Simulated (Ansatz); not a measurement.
# Ir4W (R-3m) in Ansatz: band structure with PBEsol

Aim: the band structure of Ir4W with PBEsol.

Program: Ansatz 0.2.0. These are calculated values, not measurements. Logs are shortened: lines on timing, memory, paths and dates and some standing lists are left out, and cuts for length are marked.

**1. The structure**

It takes space group R-3m (No. 166, trigonal). The conventional cell has a = 2.756 Å, b = 2.756 Å, c = 33.932 Å, α = 90.00°, β = 90.00°, γ = 120.00°. Ir (site symmetry 3m) is surrounded by 9 Ir at 2.76 to 2.80 Å and 3 W at 2.76 Å. Ir (site symmetry 3m) has 12 Ir at 2.72 to 2.80 Å as nearest neighbours. Around W (site symmetry -3m) lie 6 W at 2.76 Å and 6 Ir at 2.76 Å.

The cell comes from a database or a generator and needn't be the stable form of this composition.

**2. Band structure, PBEsol, spin-orbit coupling, no magnetisation**

Input file input.yaml:

```yaml
crystal:
  lattice:
    - [1.3778399727, 0.7954962791, 11.3105617925]
    - [-1.3778399727, 0.7954962791, 11.3105617925]
    - [0.0, -1.5909925582, 11.3105617925]
  atoms:
    - { symbol: Ir, position: [0.399668, 0.399668, 0.399668] }
    - { symbol: Ir, position: [0.800809, 0.800809, 0.800809] }
    - { symbol: Ir, position: [0.199191, 0.199191, 0.199191] }
    - { symbol: Ir, position: [0.600332, 0.600332, 0.600332] }
    - { symbol: W, position: [0.0, 0.0, 0.0] }
hamiltonian:
  xc: pbesol
  pseudopotentials: { kind: paw_fr }
magnetization:
  noncollinear: true
  spin_orbit: true
kpoints:
  mp_grid: { grid: [11, 11, 11] }
  band_path:
    path:
      - [[0.0, 0.0, 0.0], [0.5, 0.0, 0.0], [0.5, 0.1699644088, -0.1699644088]]
      - [[0.8300355912, 0.5, 0.1699644088], [0.5, 0.5, 0.5], [0.0, 0.0, 0.0], [0.3349822044, 0.0, -0.3349822044]]
      - [[0.6650177956, 0.3349822044, 0.0], [0.5, 0.5, 0.0], [0.6650177956, 0.6650177956, 0.1699644088], [0.5, 0.5, 0.5]]
      - [[0.5, 0.0, 0.0], [0.8300355912, 0.3349822044, 0.3349822044]]
    npoints: 14
scf:
  occupations: { method: fermi_dirac, width: 0.05 }
  n_extra_bands: 12
output:
  forces: true
  stress: true
  eigenvalues: true
  fatbands: true
  write_density: true
  write_potential: true
  elf: true
  volumetric_format: npy
```

Potentials or basis: Ansatz PAW.

Launch:

```
$ ansatz run input.yaml --threads 2 --pin off --max-ram 5632MiB --backend cpu --events-out ev --progress --plain --runs-dir out
```

The program printed:

```text
Warning: RAYON_NUM_THREADS=2 ignored (pool sized by the plan → 2); use --threads N
basis.fft_grid_basis auto: the FFT boxes are laid along the combinations [[1, -1, 0], [0, 1, 0], [0, -1, 1]] of the cell's own vectors, 2.756, 11.422 and 2.756 Å long. The dense box has 20×80×20 points. Along the cell's own vectors, as sized, it would have 80×80×80, 16.00 times as many. Of the 12 symmetry operations that the crystal satisfies within crystal.symmetry.tolerance (time reversal apart; of a slab, those that keep its plane) the dense box along the cell's own vectors carries 12, and the one as laid loses 8 of those. basis.fft_grid_basis: typed keeps the cell's own vectors: state it where this run's energies or levels are differenced outside the engine with another run's, or held beside a run that keeps those vectors. Those combinations have planes normal to reciprocal vector 3, as the cell's own vectors have. Each planar average written beside output.write_density, output.write_potential has a row for each plane of the box: 20. The volumetric files lie along those combinations, not along the cell's own vectors: a cube or XSF file states them, and fields.json those of NumPy files.
scf.n_extra_bands = 12 over 82 filled bands (N_el = 82.0): the run solves 94 bands
Engine: ansatz 0.2.0, aarch64-unknown-linux-gnu
Pseudopotentials: kind: paw_fr
Pseudopotential: Ir, paw_fr, valence charge 17, recommended cutoff 420 eV (normal), Ir.paw.azcp#standard-fr
Pseudopotential: W, paw_fr, valence charge 14, recommended cutoff 420 eV (normal), W.paw.azcp#standard-fr
Functional definition: PBEsol
  exchange = pbesol_x
  correlation = pbesol_c
non-collinear run that drives no moment, with spin-orbit: no starting moment large enough to seed its density (crystal.atoms[].spin), no starting occupations that ask for one, no magnetisation constraint and no magnetic field, so the semilocal B_xc is pinned to zero
Crystal: 5 atoms, lattice volume = 74.383 Å³
Basis set: ecut = 420 eV, 1453 PW (Γ), FFT grids on a1−a2, a2, −a2+a3, exchange–correlation on 40×160×40 points (8 copies of the dense FFT grid, shifted against one another)
Bands: 94, of which v1, the nominal top of the filled ones, is band 82 counted from 1 (81 counted from 0)
Symmetry: 12 space group operations + 12 with time reversal
Magnetic group: BNS 166.98 (UNI 1328), of the structure as read, at distance tolerance 4.2e-5 Å
k-points: 146 of 1331
Projection manifold: j_resolved (fully-relativistic pseudo-atomic orbitals)
Non-local potential: Ir, projectors of the file, l = 0: 3, l = 1: 4, l = 2: 4, l = 3: 2
Non-local potential: W, projectors of the file, l = 0: 3, l = 1: 4, l = 2: 4, l = 3: 2
PAW form: soft (Blöchl's): semilocal exchange-correlation on the pseudo side does not see the compensation charge
PAW frozen core: Ir, regenerated for the run's functional, and the local potential with it (the file was generated under x = pbe(κ = 0.804, μ = 0.2195149727645171), c = pbe(β = 0.06672455060314922))
PAW frozen core: W, regenerated for the run's functional, and the local potential with it (the file was generated under x = pbe(κ = 0.804, μ = 0.2195149727645171), c = pbe(β = 0.06672455060314922))
PAW one-centre angular grid: Ir, 590 points (default); XC on 64 Gauss nodes
PAW one-centre angular grid: W, 590 points (default); XC on 64 Gauss nodes
Initial density: superposition of atomic densities (chi_scale 0.1, normalization cell, long waves kept (reshape's long-wave potential 0.67 eV rms))
Initial wavefunctions: pseudopotential atomic-orbital guess
Functional: x = pbesol(κ = 0.804, μ = 0.12345679012345678), c = pbesol(β = 0.046)
SCF iter   1: F=—  HF=-57604.144802 eV  |F-HF|=—  |Δ(HF+E_count)|=         —  Δρ=8.02e-2  dr2=5.16e1  dr2_m=0.00e0 (ungated)  ethr=3.10e-3  |M|=0.00e0 ∫|m|=0.00e0 μB  |m|>n=0.0e0 m-floor=0.0e0 τ_xc=0.0e0  β_m=0.30  ⟨swp⟩=5.5  Hψ=28859  notcnv=0
preconditioner: auto → Kerker (q_TF=auto, 2.773 Å⁻¹)  [metal: Δε(μ)=0.002 eV  Ē_g=5.792 eV  σ=0.050 eV  W_gap=0.01  n_scr=26 (ndim 8)  ℏωp=27.9 eV  f_vac=0.000  D(μ)=6.06/eV (n_scr^D=72)]
spin=Noncollinear: Kerker preconditioning applied to the charge; magnetization (m_x, m_y, m_z) channels mix plain (no charge-response kernel on spin).
[... 10 lines left out ...]
NSCF: frozen V_eff on 130 k-points
SCF converged after 10 iterations
Magnetization: |M| = 0.0000 μB,  M = (+0.0000, +0.0000, +0.0000) μB
Absolute magnetization: 0.0000 μB (∫|m|)
  site 0: m = (+0.0000, +0.0000, +0.0000) μB, |m| = 0.0000 μB  (R = 1.14 Å)
  site 1: m = (+0.0000, +0.0000, +0.0000) μB, |m| = 0.0000 μB  (R = 1.12 Å)
  site 2: m = (+0.0000, +0.0000, +0.0000) μB, |m| = 0.0000 μB  (R = 1.12 Å)
  site 3: m = (+0.0000, +0.0000, +0.0000) μB, |m| = 0.0000 μB  (R = 1.14 Å)
  site 4: m = (+0.0000, +0.0000, +0.0000) μB, |m| = 0.0000 μB  (R = 1.14 Å)
Free energy (F): -57602.030995 eV
Harris-Foulkes:  -57602.030995 eV  (|F-HF|=7.71e-9)
Internal energy: -57601.980742 eV  (E = F + TS)
E sigma→0 (E₀):  -57602.005869 eV
Entropy (-TS):   -0.050253 eV (-10.051 meV/atom)
Fermi energy:    24.072548 eV
--- Per-component energies (eV) ---
  E_band       = -516.277313
  E_kinetic    = 2933.873058
  E_local      = -5229.926738  (includes V_loc(G=0)·N_el)
  E_nonlocal   = 268.796733
  E_hartree    = 1998.294020
  E_xc         = -1328.004611
  E_vxc        = -1433.907428  (∫ρ·V_xc dr)
  E_paw        = -44909.651576  (= ΣΔE_a)
  E_vpaw       = -1051.703888  (= ΣTr[D̂ρ^β])
  E_aug_tail   = 0.000184  (compensation charges beyond the density's cutoff)
  E_ewald      = -11336.670307
  E_core_change = 1.308496  (= ΣΔE_core)
  E_smearing   = -0.050253  (= −TS)
  E_closure    = 0.000000  (closes the sum)
  Σ components = -57602.030995   (vs F -57602.030995, Δ=0.00e0)
--- Forces (eV/Å), atoms counted from 1 ---
  atom   1  Ir     0.00000000     0.00000000    -0.05690975
  atom   2  Ir     0.00000000    -0.00000000     0.01916023
  atom   3  Ir     0.00000000     0.00000000    -0.01916023
  atom   4  Ir     0.00000000    -0.00000000     0.05690975
  atom   5  W      0.00000000     0.00000000    -0.00000000
  max |Σ_I F_I| component: 1.35e-28 eV/Å
--- Stress (GPa, compression-positive) ---
      -11.008890       0.000000       0.000000
        0.000000     -11.008890       0.000000
        0.000000       0.000000     -12.180099
  P = ⅓ Tr σ = -11.3993 GPa (-113.993 kbar)
--- Band table (eV; the first three rows and the last of 146) ---
  k-point 0: bands = ["-68.4740", "-68.4740", "-68.4422", "-68.4422", "-68.3655", "-68.3655", "-68.3650", "-68.3650", "-49.7268", "-49.7268", "-35.3258", "-35.3258", "-35.2451", "-35.2451", "-35.1762", "-35.1762", "-35.1664", "-35.1664", "-21.9361", "-21.9361", "-21.7335", "-21.7335", "-21.5564", "-21.5564", "-21.5018", "-21.5018", "-21.4488", "-21.4488", "-21.4388", "-21.4388", "-21.3889", "-21.3889", "-21.3808", "-21.3808", "-20.9163", "-20.9163", "-11.2786", "-11.2786", "-10.6636", "-10.6636", "13.5282", "13.5282", "15.0069", "15.0069", "15.1587", "15.1587", "16.3816", "16.3816", "16.8642", "16.8642", "19.7277", "19.7277", "19.9953", "19.9953", "19.9988", "19.9988", "20.1525", "20.1525", "20.2087", "20.2087", "20.3660", "20.3660", "20.8646", "20.8646", "20.9022", "20.9022", "21.1530", "21.1530", "21.1790", "21.1790", "21.3706", "21.3706", "22.2288", "22.2288", "22.3848", "22.3848", "22.4276", "22.4276", "22.5650", "22.5650", "22.8444", "22.8444", "23.0124", "23.0124", "23.2556", "23.2556", "23.3298", "23.3298", "24.3079", "24.3079", "24.4453", "24.4453", "24.5730", "24.5730"]
  k-point 1: bands = ["-68.4705", "-68.4705", "-68.4399", "-68.4399", "-68.3627", "-68.3627", "-68.3623", "-68.3623", "-49.7179", "-49.7179", "-35.3317", "-35.3317", "-35.2535", "-35.2535", "-35.1849", "-35.1849", "-35.1760", "-35.1760", "-21.9354", "-21.9354", "-21.7401", "-21.7401", "-21.5752", "-21.5752", "-21.5301", "-21.5301", "-21.4770", "-21.4770", "-21.4603", "-21.4603", "-21.4175", "-21.4175", "-21.4096", "-21.4096", "-20.9357", "-20.9357", "-11.2954", "-11.2954", "-10.7399", "-10.7399", "13.8452", "13.8452", "15.2649", "15.2649", "15.4863", "15.4863", "16.6727", "16.6727", "17.1732", "17.1732", "19.5207", "19.5207", "19.8431", "19.8431", "19.9519", "19.9519", "20.1188", "20.1188", "20.2634", "20.2634", "20.4014", "20.4014", "20.8119", "20.8119", "20.9282", "20.9282", "21.1302", "21.1302", "21.2262", "21.2262", "21.4602", "21.4602", "21.5949", "21.5949", "21.9341", "21.9341", "22.3381", "22.3381", "22.5720", "22.5720", "22.6952", "22.6952", "22.9104", "22.9104", "23.4226", "23.4226", "23.5799", "23.5799", "24.3308", "24.3308", "24.5679", "24.5679", "24.7477", "24.7477"]
  k-point 2: bands = ["-68.4610", "-68.4610", "-68.4336", "-68.4336", "-68.3553", "-68.3553", "-68.3550", "-68.3550", "-49.6941", "-49.6941", "-35.3471", "-35.3471", "-35.2765", "-35.2765", "-35.2082", "-35.2082", "-35.2017", "-35.2017", "-21.9363", "-21.9363", "-21.7683", "-21.7683", "-21.6434", "-21.6434", "-21.5962", "-21.5962", "-21.5723", "-21.5723", "-21.5204", "-21.5204", "-21.4866", "-21.4866", "-21.4453", "-21.4453", "-20.9892", "-20.9892", "-11.3588", "-11.3588", "-10.9182", "-10.9182", "14.7233", "14.7233", "15.9414", "15.9414", "16.2836", "16.2836", "17.3831", "17.3831", "17.9211", "17.9211", "19.0050", "19.0050", "19.5470", "19.5470", "19.6105", "19.6105", "19.8240", "19.8240", "20.0450", "20.0450", "20.3519", "20.3519", "20.4988", "20.4988", "20.7172", "20.7172", "21.1709", "21.1709", "21.4668", "21.4668", "21.5977", "21.5977", "21.7911", "21.7911", "21.9444", "21.9444", "22.0331", "22.0331", "22.2698", "22.2698", "22.8732", "22.8732", "23.2091", "23.2091", "23.3727", "23.3727", "23.6936", "23.6936", "24.3724", "24.3724", "24.8486", "24.8486", "25.3727", "25.3727"]
  k-point 145: bands = ["-68.4705", "-68.4705", "-68.4399", "-68.4399", "-68.3627", "-68.3627", "-68.3623", "-68.3623", "-49.7179", "-49.7179", "-35.3317", "-35.3317", "-35.2534", "-35.2534", "-35.1855", "-35.1855", "-35.1755", "-35.1755", "-21.9383", "-21.9383", "-21.7239", "-21.7239", "-21.6013", "-21.6013", "-21.5296", "-21.5296", "-21.4691", "-21.4691", "-21.4557", "-21.4557", "-21.4185", "-21.4185", "-21.4085", "-21.4085", "-20.9361", "-20.9361", "-11.2954", "-11.2954", "-10.7399", "-10.7399", "14.1177", "14.1177", "14.4391", "14.4391", "16.3376", "16.3376", "16.5147", "16.5147", "17.1346", "17.1346", "19.7233", "19.7233", "19.9002", "19.9002", "19.9225", "19.9225", "20.0691", "20.0691", "20.1927", "20.1927", "20.3163", "20.3163", "20.3802", "20.3802", "20.9030", "20.9030", "20.9858", "20.9858", "21.2981", "21.2981", "21.3506", "21.3506", "21.6254", "21.6254", "22.0588", "22.0588", "22.3674", "22.3674", "22.6739", "22.6739", "22.9090", "22.9090", "23.0890", "23.0890", "23.3256", "23.3256", "23.8904", "23.8904", "24.1233", "24.1233", "24.3419", "24.3419", "24.8572", "24.8572"]
```

Run time: 4.5 min. Hardware: 2 threads of Arm Neoverse V2, shared host; peak memory 1.7 GiB.

What came out:

```
Free energy            : -57602.0310 eV
Pressure               : -11.4 GPa
Largest force          : 0.057 eV/Å
Band gap on the k mesh : none (metal or under the smearing width)
```

Forces on the atoms (eV/Å):
```
Ir   0.000  0.000 -0.057
Ir   0.000  0.000  0.019
Ir   0.000  0.000 -0.019
Ir   0.000  0.000  0.057
W    0.000  0.000  0.000
```

Levels at the corners of the path, in eV from the Fermi level:
| point | band 78 | band 79 | band 80 | band 81 | band 82 | band 83 |
| --- | --- | --- | --- | --- | --- | --- |
| Γ | -1.64 | -1.51 | -1.51 | -1.23 | -1.23 | -1.06 |
| L | 0.30 | 0.83 | 0.83 | 1.03 | 1.03 | 1.07 |
| B1 | -0.32 | -0.05 | -0.05 | 0.40 | 0.40 | 0.57 |
| B | -0.32 | -0.05 | -0.05 | 0.40 | 0.40 | 0.57 |
| Z | -1.70 | -1.11 | -1.11 | -0.98 | -0.98 | -0.74 |
| Γ | -1.64 | -1.51 | -1.51 | -1.23 | -1.23 | -1.06 |
| X | -0.32 | -0.04 | -0.04 | 0.40 | 0.40 | 0.56 |
| Q | -0.32 | -0.04 | -0.04 | 0.40 | 0.40 | 0.56 |
| F | 0.89 | 0.99 | 0.99 | 1.13 | 1.13 | 1.13 |
| P1 | 0.88 | 0.96 | 0.96 | 1.05 | 1.05 | 1.12 |
| Z | -1.70 | -1.11 | -1.11 | -0.98 | -0.98 | -0.74 |
| L | 0.30 | 0.83 | 0.83 | 1.03 | 1.03 | 1.07 |
| P | 0.88 | 0.96 | 0.96 | 1.05 | 1.05 | 1.12 |

Caveat: the PAW data sets come from PBE, with cores solved anew for the run's functional, which leaves a small shift of forces and pressure.
